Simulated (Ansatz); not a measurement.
# CH₃BO₃S: small, medium and large basis sets

How large a basis does CH₃BO₃S need? Two functionals are run in growing sets.

The runs use Ansatz 0.2.0, Gaussian basis; one geometry, several basis sets.

The runs, in order: PBE0-D4/def2-SVP; ωB97M-V/def2-SVP; PBE0-D4/def2-QZVPP; ωB97M-V/def2-QZVPP; the functionals' def2-TZVPP values are taken from earlier runs.

**1. The geometry**

An earlier PBE0-D4 in a triple-zeta def2 set relaxation fixed the geometry.

9 atoms, charge 0, spin multiplicity 1.

Atoms are counted from 1 here; the program's logs count them from 0.

Bond lengths: O1–C2 1.201 Å, C2–O3 1.332 Å, C2–H7 1.098 Å, O3–B4 1.413 Å, B4–O5 1.341 Å, B4–S6 1.807 Å, O5–H8 0.973 Å, S6–H9 1.342 Å. Angles: O1–C2–O3 126.0°, O1–C2–H7 123.4°, O3–C2–H7 110.6°, C2–O3–B4 123.0°, O3–B4–O5 123.3°, O3–B4–S6 113.7°, O5–B4–S6 123.0°, B4–O5–H8 110.2°, B4–S6–H9 94.0°.

Coordinates:

```
O    -0.14620   -0.74488    1.95982
C    -0.95651   -0.04461    1.41684
O    -0.87276    0.43182    0.17625
B     0.21847    0.16076   -0.68007
O     1.26442   -0.59802   -0.32150
S     0.07332    0.93335   -2.30708
H    -1.88477    0.29091    1.89744
H     1.15072   -0.91775    0.59003
H     1.24171    0.44203   -2.74902
```

**2. PBE0-D4 in def2-SVP**

in.yaml

```yaml
crystal:
  periodic: [false, false, false]
  atoms:
    - {symbol: O, position_ang: [-0.146197, -0.744880, 1.959820]}
    - {symbol: C, position_ang: [-0.956514, -0.044613, 1.416837]}
    - {symbol: O, position_ang: [-0.872757, 0.431823, 0.176245]}
    - {symbol: B, position_ang: [0.218471, 0.160756, -0.680070]}
    - {symbol: O, position_ang: [1.264421, -0.598020, -0.321503]}
    - {symbol: S, position_ang: [0.073318, 0.933350, -2.307075]}
    - {symbol: H, position_ang: [-1.884773, 0.290906, 1.897439]}
    - {symbol: H, position_ang: [1.150724, -0.917748, 0.590028]}
    - {symbol: H, position_ang: [1.241706, 0.442025, -2.749022]}
basis:
  gaussian: {orbitals: def2-SVP}
hamiltonian: {xc: pbe0, dispersion: d4}
output: {orbitals: {seedname: orbitals}}
```

Launch:

```console
> ansatz run in.yaml --threads 4 --pin off --events-out ev --progress --plain --max-ram 10444MiB
```

Further steps of the session: ωB97M-V in def2-SVP; PBE0-D4 in def2-QZVPP; ωB97M-V in def2-QZVPP.

**Question.** What will the summary of the whole plan be? Wanted: PBE0-D4: double and triple zeta above quadruple; ωB97M-V: double and triple zeta above quadruple.

**Answer**, as computed:

| quantity | value |
| --- | --- |
| PBE0-D4: double and triple zeta above quadruple | 13.64, 0.75 eV |
| ωB97M-V: double and triple zeta above quadruple | 13.78, 0.71 eV |

**Reading.** PBE0-D4 gains 12.88 eV from double to triple zeta, then 0.75 eV more. Total energies overstate the basis error of differences, where much of it tends to cancel.
